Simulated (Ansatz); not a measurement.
# Nb2Ga: the cost of one run

Computed with Ansatz 0.2.0 (DFT PBE, scalar-relativistic, plane waves, PAW, unless a step's input says otherwise).

## (1) The structure to begin with

The structure is hexagonal, space group P6/mmm (No. 191). Conventional cell: a = 3.670 Å, b = 3.670 Å, c = 3.963 Å, α = 90.00°, β = 90.00°, γ = 120.00°. Nb (site symmetry -6m2) is surrounded by 3 Nb at 2.12 Å. Around Ga (site symmetry 6/mmm) lie 12 Nb at 2.90 Å.

As a file:

```
Nb Ga
1.0
     3.67013    0.00000    0.00000
    -1.83507    3.17843    0.00000
     0.00000    0.00000    3.96277
Nb Ga
2 1
Cartesian
  0.0000 2.1190 1.9814
  1.8351 1.0595 1.9814
  0.0000 0.0000 0.0000
```

This is candidate A: AlB2 type (P6/mmm, No. 191).

(A quick probe on a coarse mesh, which set the mesh and smearing, is not shown.)

## (3) Coarse relaxation (candidate A)

File input.yaml:

```yaml
crystal:
  lattice:
    - [3.6701321323, 0.0, 0.0]
    - [-1.8350660661, 3.1784276618, 0.0]
    - [0.0, 0.0, 3.9627672524]
  atoms:
    - { symbol: Nb, position: [0.3333333333, 0.6666666667, 0.5] }
    - { symbol: Nb, position: [0.6666666667, 0.3333333333, 0.5] }
    - { symbol: Ga, position: [0.0, 0.0, 0.0] }
basis:
  ecutwfc: 420
kpoints:
  mp_grid: { grid: [6, 6, 4] }
hamiltonian:
  xc: pbe
scf:
  occupations: { method: gaussian, width: 0.1 }
  lower_state_search: "off"
output:
  forces: true
  stress: true
  eigenvalues: true
relax:
  adjacent_minimum: "off"
  f_tol: 0.04
  max_steps: 70
  cell: { stress_tol: 0.4 }
```

On the command line:

```
$ ansatz run input.yaml --threads 1 --pin off --max-ram 2560MiB --backend cpu --events-out ev --progress --plain --runs-dir out
```

**Question.** How long does this run take on 1 thread of Arm Neoverse V1, shared host, and how much memory does it need?

About 35 s, with a peak of 0.33 GiB.
